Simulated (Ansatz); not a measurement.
# MnSb (P6_3/mmc): equation of state

The task here is to estimate one member of a computed series from the others.

Program: Ansatz 0.2.0. Level of theory: DFT PBE, scalar-relativistic, plane waves, PAW. These are calculated values, not measurements.

Spin polarisation is switched off on purpose; where the compound carries moments, volume, stiffness and gap are then not the real material's.

**Starting point**

It takes space group P6_3/mmc (No. 194, hexagonal). The conventional cell has a = 4.119 Å, b = 4.119 Å, c = 4.804 Å, α = 90.00°, β = 90.00°, γ = 120.00°. Mn (site symmetry -3m) has 2 Mn at 2.40 Å and 6 Sb at 2.66 Å as nearest neighbours. Sb (site symmetry -6m2) is surrounded by 6 Mn at 2.66 Å.

As a file:

```
CELL_PARAMETERS angstrom
4.11853 0.00000 0.00000
-2.05926 3.56675 0.00000
0.00000 0.00000 4.80446
ATOMIC_POSITIONS crystal
Mn 0.00000 0.00000 0.00000
Mn 0.00000 0.00000 0.50000
Sb 0.33333 0.66667 0.25000
Sb 0.66667 0.33333 0.75000
```

An earlier run at PBE left this cell at 17.644 Å³/atom and 0.00 GPa (12×12×8 mesh).

Volume factors to run: 0.980, 1.020, 0.960, 1.040.

The first run:

File input.yaml:

```yaml
crystal:
  lattice:
    - [4.0908856068, 0.0, 0.0]
    - [-2.0454428034, 3.5428108595, 0.0]
    - [0.0, 0.0, 4.7722153106]
  atoms:
    - { symbol: Mn, position: [0.0, 0.0, 0.0] }
    - { symbol: Mn, position: [0.0, 0.0, 0.5] }
    - { symbol: Sb, position: [0.3333333333, 0.6666666667, 0.25] }
    - { symbol: Sb, position: [0.6666666667, 0.3333333333, 0.75] }
basis:
  ecutwfc: 420
  ecutrho_ratio: 4
kpoints:
  mp_grid: { grid: [12, 12, 8] }
hamiltonian:
  xc: pbe
scf:
  occupations: { method: gaussian, width: 0.05 }
output:
  forces: true
  stress: true
  eigenvalues: true
relax:
  f_tol: 0.01
  max_steps: 40
  cell: { stress_tol: 0.1, fix: [volume] }
```

Started as:

```sh
ansatz run input.yaml --threads 1 --pin off --max-ram 2560MiB --backend cpu --events-out ev --progress --plain --runs-dir out
```

Steps of the session up to this table: At 0.980 of the relaxed volume; Volume × 1.020; Scaling the volume by 0.960; Volume × 1.040.

One table of the session follows, with a row left open; its other results are not shown here.

It belongs to the step «The fit». 

| volume (Å³/atom) | energy (meV/atom) | pressure (GPa) |
| --- | --- | --- |
| 16.938 | 12.77 | 6.08 |
| 17.291 | 3.06 | 2.87 |
| 17.644 | 0.00 | 0.00 |
| 17.997 | ? | ? |
| 18.350 | 11.15 | -4.85 |

**Question.** Estimate the row for volume (Å³/atom) = 17.997.

Worked estimate for «energy (meV/atom)». A straight line through the neighbours (17.644, 0.00) and (18.350, 11.15) gives 0.00 + (11.15 − 0.00) × (17.997 − 17.644) / (18.350 − 17.644) = 5.58; a parabola fitted to 3 rows on both sides gives 2.70.

The run gave: energy (meV/atom): 2.92; pressure (GPa): -2.56. In «energy (meV/atom)» the line misses by +2.66 and the parabola by -0.22.
